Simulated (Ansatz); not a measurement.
# Si₃GeH₁₀: basis-set convergence

An exercise on one series of results from a longer session: the logs are not shown, and one member is left open.

Computed with Ansatz 0.2.0, Gaussian basis. Level: one geometry, several basis sets.

Levels to be run: PBE0-D4/def2-SVP; ωB97M-V/def2-SVP; PBE0-D4/def2-QZVPP; ωB97M-V/def2-QZVPP; the functionals' def2-TZVPP values are taken from earlier runs.

## The relaxed structure

All runs share one geometry, relaxed beforehand with PBE0-D4 in a triple-zeta def2 set.

SMILES `[SiH3][GeH]([SiH3])[SiH3]`, 14 atoms, charge 0, spin multiplicity 1.

Atoms are counted from 1 here; the program's logs count them from 0.

Bond lengths: Si1–Ge2 2.379 Å, Si1–H5 1.487 Å, Si1–H6 1.487 Å, Si1–H7 1.487 Å, Ge2–Si3 2.379 Å, Ge2–Si4 2.379 Å, Ge2–H8 1.543 Å, Si3–H9 1.487 Å, Si3–H10 1.487 Å, Si3–H11 1.487 Å, Si4–H12 1.487 Å, Si4–H13 1.487 Å, Si4–H14 1.487 Å. Angles: Ge2–Si1–H5 110.7°, Ge2–Si1–H6 110.6°, Ge2–Si1–H7 109.2°, H5–Si1–H6 108.9°, H5–Si1–H7 108.7°, H6–Si1–H7 108.7°, Si1–Ge2–Si3 110.0°, Si1–Ge2–Si4 109.9°, Si1–Ge2–H8 109.0°, Si3–Ge2–Si4 110.0°, Si3–Ge2–H8 109.0°, Si4–Ge2–H8 109.0°, Ge2–Si3–H9 109.2°, Ge2–Si3–H10 110.6°, Ge2–Si3–H11 110.7°, H9–Si3–H10 108.7°, H9–Si3–H11 108.7°, H10–Si3–H11 108.9° and more.

The first run:

in.yaml reads:

```yaml
crystal:
  periodic: [false, false, false]
  atoms:
    - {symbol: Si, position_ang: [-1.530635, 1.529293, -0.618434]}
    - {symbol: Ge, position_ang: [-0.371656, -0.212089, 0.513890]}
    - {symbol: Si, position_ang: [1.703817, 0.600410, 1.344520]}
    - {symbol: Si, position_ang: [0.003777, -2.034211, -0.968218]}
    - {symbol: H, position_ang: [-2.833025, 1.038757, -1.142381]}
    - {symbol: H, position_ang: [-1.780654, 2.673909, 0.297385]}
    - {symbol: H, position_ang: [-0.704317, 2.003195, -1.760597]}
    - {symbol: H, position_ang: [-1.230811, -0.698355, 1.699682]}
    - {symbol: H, position_ang: [2.535166, 1.070843, 0.204575]}
    - {symbol: H, position_ang: [1.486112, 1.737478, 2.277810]}
    - {symbol: H, position_ang: [2.439855, -0.475470, 2.060107]}
    - {symbol: H, position_ang: [0.733869, -3.129915, -0.276981]}
    - {symbol: H, position_ang: [0.821726, -1.567564, -2.119370]}
    - {symbol: H, position_ang: [-1.286223, -2.565382, -1.483089]}
basis:
  gaussian: {orbitals: def2-SVP}
hamiltonian: {xc: pbe0, dispersion: d4}
output: {orbitals: {seedname: orbitals}}
```

Run with:

```bash
$ ansatz run in.yaml --threads 4 --pin off --events-out ev --progress --plain --max-ram 11315MiB
```

Among the steps run: PBE0-D4 in def2-SVP; ωB97M-V in def2-SVP; PBE0-D4 in def2-QZVPP; ωB97M-V in def2-QZVPP.

One table of the session follows, with a row left open; its other results are not shown here.

It belongs to the step «Functionals by basis». 

```
functional       basis  HOMO (eV)  LUMO (eV)
   PBE0-D4    def2-SVP      -7.95       0.07
   PBE0-D4  def2-TZVPP      -7.91      -0.17
   PBE0-D4  def2-QZVPP      -7.90      -0.28
   ωB97M-V    def2-SVP          ?          ?
   ωB97M-V  def2-TZVPP      -9.86       1.43
   ωB97M-V  def2-QZVPP      -9.86       1.10
```

Estimate the missing values for ωB97M-V, def2-SVP.

As computed: HOMO (eV): -9.87; LUMO (eV): 1.90. In the column «HOMO (eV)» it is the lowest.
